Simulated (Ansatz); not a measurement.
# SiSn3O8: the band gap up the ladder of functionals

The task here is to estimate one member of a computed series from the others.

Program: Ansatz 0.2.0. PAW datasets, plane waves. All values are calculated for a non-magnetic cell, which may be hypothetical.

## The cell

The cell was relaxed beforehand with r2SCAN.

The symmetry is Cmmm (No. 65, orthorhombic); a = 6.514 Å, b = 6.529 Å, c = 6.155 Å in the conventional setting, 10.91 Å³ an atom. Around Sn lie 6 O at 2.04–2.07 Å; around Sn lie 6 O at 2.00–2.09 Å; around O lie 1 Si at 1.82 Å and 2 Sn at 2.07–2.09 Å; around O lie 3 Sn at 2.00–2.04 Å; around Si lie 6 O at 1.82–1.83 Å.

Coordinates:

```cif
data_structure
_symmetry_space_group_name_H-M 'Cmmm'
_symmetry_Int_Tables_number 65
_cell_length_a 6.5143
_cell_length_b 6.5293
_cell_length_c 6.1546
_cell_angle_alpha 90.000
_cell_angle_beta 90.000
_cell_angle_gamma 90.000
_cell_volume 261.77
loop_
_atom_site_label
_atom_site_type_symbol
_atom_site_symmetry_multiplicity
_atom_site_Wyckoff_symbol
_atom_site_fract_x
_atom_site_fract_y
_atom_site_fract_z
_atom_site_occupancy
Sn1 Sn 4 l 0.00000 0.50000 0.26096 1
Sn2 Sn 2 a 0.00000 0.00000 0.00000 1
O1 O 8 n 0.00000 0.18366 0.27766 1
O2 O 4 g 0.19232 0.50000 0.00000 1
Si1 Si 2 d 0.00000 0.00000 0.50000 1
O3 O 4 h 0.21851 0.50000 0.50000 1
```

The first run:

input.yaml reads:

```yaml
crystal:
  lattice:
    - [3.2646450354, -3.2571292517, 0.0]
    - [3.2646450354, 3.2571292517, 0.0]
    - [0.0, 0.0, 6.1545532091]
  atoms:
    - { symbol: Sn, position: [0.5, 0.5, 0.2609588413] }
    - { symbol: Sn, position: [0.0, 0.0, 0.0] }
    - { symbol: O, position: [0.1836605667, 0.1836605667, 0.277660355] }
    - { symbol: O, position: [0.8163394333, 0.8163394333, 0.277660355] }
    - { symbol: O, position: [0.6923248078, 0.3076751922, 0.0] }
    - { symbol: O, position: [0.3076751922, 0.6923248078, 0.0] }
    - { symbol: Sn, position: [0.5, 0.5, 0.7390411587] }
    - { symbol: Si, position: [0.0, 0.0, 0.5] }
    - { symbol: O, position: [0.1836605667, 0.1836605667, 0.722339645] }
    - { symbol: O, position: [0.8163394333, 0.8163394333, 0.722339645] }
    - { symbol: O, position: [0.718513788, 0.281486212, 0.5] }
    - { symbol: O, position: [0.281486212, 0.718513788, 0.5] }
kpoints:
  mp_grid: { grid: [6, 6, 4] }
  band_path:
    path:
      - [[0.0, 0.0, 0.0], [0.5, 0.5, 3.607131302894e-34], [0.5011497624136, 0.4988502375864, 5.878145317482e-21]]
      - [[0.4988502375864, -0.4988502375864, 2.550365321988e-18], [0.0, 0.0, 0.0], [-1.218764544113e-35, 1.47502018324e-35, 0.5], [0.4988502375864, -0.4988502375864, 0.5]]
      - [[0.5011497624136, 0.4988502375864, 0.5], [0.5, 0.5, 0.5], [0.5, 0.5, 3.607131302894e-34]]
      - [[0.0, 0.0, 0.0], [0.5, 2.520532237504e-18, 1.278121733653e-18], [0.5, 2.162046854969e-18, 0.5], [-1.218764544113e-35, 1.47502018324e-35, 0.5], [0.5, 0.5, 0.5]]
    npoints: 10
hamiltonian:
  xc: pbe
scf:
  occupations: { method: fermi_dirac, width: 0.02 }
  n_extra_bands: 7
output:
  forces: true
  stress: true
  eigenvalues: true
```

Among the steps run: PBE band path; Single point with r2SCAN; Single point with HSE06; PBE+SOC at the same geometry; PBE0.

One table of the session follows, with a row left open; its other results are not shown here.

| level | gap (eV) |
| --- | --- |
| PBE | 1.43 |
| r2SCAN | 2.11 |
| HSE06 | 3.21 |
| PBE+SOC | ? |
| PBE0 | 3.94 |

**Question.** Estimate the row for PBE+SOC.

The run gave: gap (eV): 1.44. In the column «gap (eV)» it lies between PBE (1.43) and r2SCAN (2.11).

Meshes: PBE 6×6×4, r2SCAN 6×6×4, HSE06 4×4×2, PBE+SOC 6×6×4, PBE0 4×4×2

What this shows: PBE gives the least gap, 1.43 eV, and PBE0 the largest, 3.94 eV. PBE reaches 45 % of the HSE06 value, and r2SCAN 66 %. PBE0 lies 0.73 eV above HSE06, which differs from it by screening the long-range exchange.

Limits of these values: Warnings in the runs' records: stress scf threshold loose, stress exchange threshold loose.
